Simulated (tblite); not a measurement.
# C8H4ClF13: the cost of one run

Programs: PySCF 2.14.0 with density-fitted response routines of our own, and tblite 0.8.0. All values are computed, except where a source is named. Atoms count from 0 throughout.

## 1. The molecule as given

26 atoms, charge 0, multiplicity 1; geometry from: MMFF94s geometry.

Bonds of the start (Å): C0–C1 1.52, C0–H22 1.11, C0–H23 1.11, C0–H24 1.10, C13–C16 1.53, C13–F14 1.36, C13–F15 1.37, C16–C19 1.52, C16–F17 1.36, C16–F18 1.36, C19–F20 1.35, C19–F21 1.35, C19–H25 1.09, C1–C4 1.55, C1–Cl3 1.79, C1–F2 1.37, C4–C7 1.52, C4–F5 1.37, C4–F6 1.36, C7–C13 1.52, C7–C9 1.52, C7–F8 1.37, C9–F10 1.35, C9–F11 1.35 and more.

## 2. GFN2-xTB relaxation, conformer 1

Job settings and geometry (Å):

```
{"job": {"xc": "GFN2-xTB", "basis": "xTB", "kind": "relax"}, "charge": 0, "multiplicity": 1}
C     -3.185800     1.194300     0.945200
C     -2.462600     0.177400     0.077300
F     -2.873500    -1.058600     0.499400
Cl    -2.954200     0.418000    -1.623000
C     -0.933700     0.280300     0.287200
F     -0.589000     1.577200     0.000600
F     -0.662800     0.127500     1.606800
C     -0.003000    -0.624700    -0.506700
F     -0.023700    -0.253900    -1.829200
C     -0.453200    -2.070900    -0.402300
F      0.414500    -2.926800    -0.994200
F     -1.636400    -2.274600    -1.026200
F     -0.604200    -2.463800     0.884700
C      1.436800    -0.567100    -0.022300
F      2.183300    -1.346500    -0.841700
F      1.524500    -1.141000     1.223100
C      2.067100     0.821400     0.029900
F      1.483900     1.574000     0.996900
F      1.852000     1.483600    -1.138200
C      3.562800     0.761600     0.308800
F      4.218900     0.095500    -0.666200
F      3.817600     0.118100     1.469000
H     -2.953100     1.058300     2.018500
H     -4.285900     1.068500     0.850600
H     -2.933300     2.230300     0.678500
H      3.971700     1.764400     0.375400
```

Started as:

```sh
> OMP_NUM_THREADS=1 python ens_run.py task.json out
```

The driver reads the study from task.json and runs its stages one after another.

Q: Estimate the wall time of this first job on 1 thread of Intel Xeon 6975P-C, shared host.

About 2.4 s.
